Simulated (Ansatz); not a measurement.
# Cl4F2W: the cost of one run

Program: Ansatz 0.2.0, Gaussian basis. Level of theory: functionals in def2-TZVPP, the program's frozen cores in correlated methods. These are calculated values, not measurements.

Plan: LDA (SPW92), PBE-D4, revPBE-D4, BLYP-D4, r2SCAN-D4, B97M-V, PBE0-D4, B3LYP-D4, r2SCANh-D4, r2SCAN0-D4, HSE06-D4, BHLYP-D4, CAM-B3LYP-D4, LC-ωPBE, ωB97X-V, ωB97M-V, B2PLYP, PBE-QIDH; CCSD(T)/def2-SVP; MP2/def2-TZVPP; MP2/def2-QZVPP; RPA on PBE.

## Step 1: The relaxed structure

An earlier PBE0-D4 in a triple-zeta def2 set relaxation fixed the geometry. W takes the def2 core potential; no spin-orbit term is included.

SMILES `[F][W]([F])([Cl])([Cl])([Cl])[Cl]`, 7 atoms, charge 0, spin multiplicity 1.

Atoms are counted from 1 here; the program's logs count them from 0.

Bond lengths: F1–W2 1.852 Å, W2–F3 1.852 Å, W2–Cl4 2.280 Å, W2–Cl5 2.269 Å, W2–Cl6 2.280 Å, W2–Cl7 2.269 Å. Angles: F1–W2–F3 87.5°, F1–W2–Cl4 88.4°, F1–W2–Cl5 89.9°, F1–W2–Cl6 88.4°, F1–W2–Cl7 177.4°, F3–W2–Cl4 88.4°, F3–W2–Cl5 177.4°, F3–W2–Cl6 88.4°, F3–W2–Cl7 89.9°, Cl4–W2–Cl5 91.5°, Cl4–W2–Cl6 175.5°, Cl4–W2–Cl7 91.5°, Cl5–W2–Cl6 91.5°, Cl5–W2–Cl7 92.7°, Cl6–W2–Cl7 91.5°.

## Step 2: LDA

This LDA is Slater exchange with PW92 correlation.

File in.yaml:

```yaml
crystal:
  periodic: [false, false, false]
  atoms:
    - {symbol: F, position_ang: [-1.305024, 0.101341, -1.348311]}
    - {symbol: W, position_ang: [-0.030926, -0.011625, -0.008691]}
    - {symbol: F, position_ang: [-1.426013, -0.252071, 1.185707]}
    - {symbol: Cl, position_ang: [0.004662, -2.269767, -0.321917]}
    - {symbol: Cl, position_ang: [1.608995, 0.289501, -1.547720]}
    - {symbol: Cl, position_ang: [-0.244194, 2.238031, 0.294871]}
    - {symbol: Cl, position_ang: [1.453900, -0.163509, 1.700361]}
basis:
  gaussian: {orbitals: def2-TZVPP}
hamiltonian: {xc: lda}
output: {orbitals: {seedname: orbitals}}
```

Run with:

```bash
$ ansatz run in.yaml --threads 4 --pin off --events-out ev --progress --plain --max-ram 11315MiB
```

Q: Estimate wall time and peak memory on 4 threads of Intel Xeon Platinum 8259CL at 2.50GHz, shared host.

About 7.5 s, with a peak of 0.56 GiB.
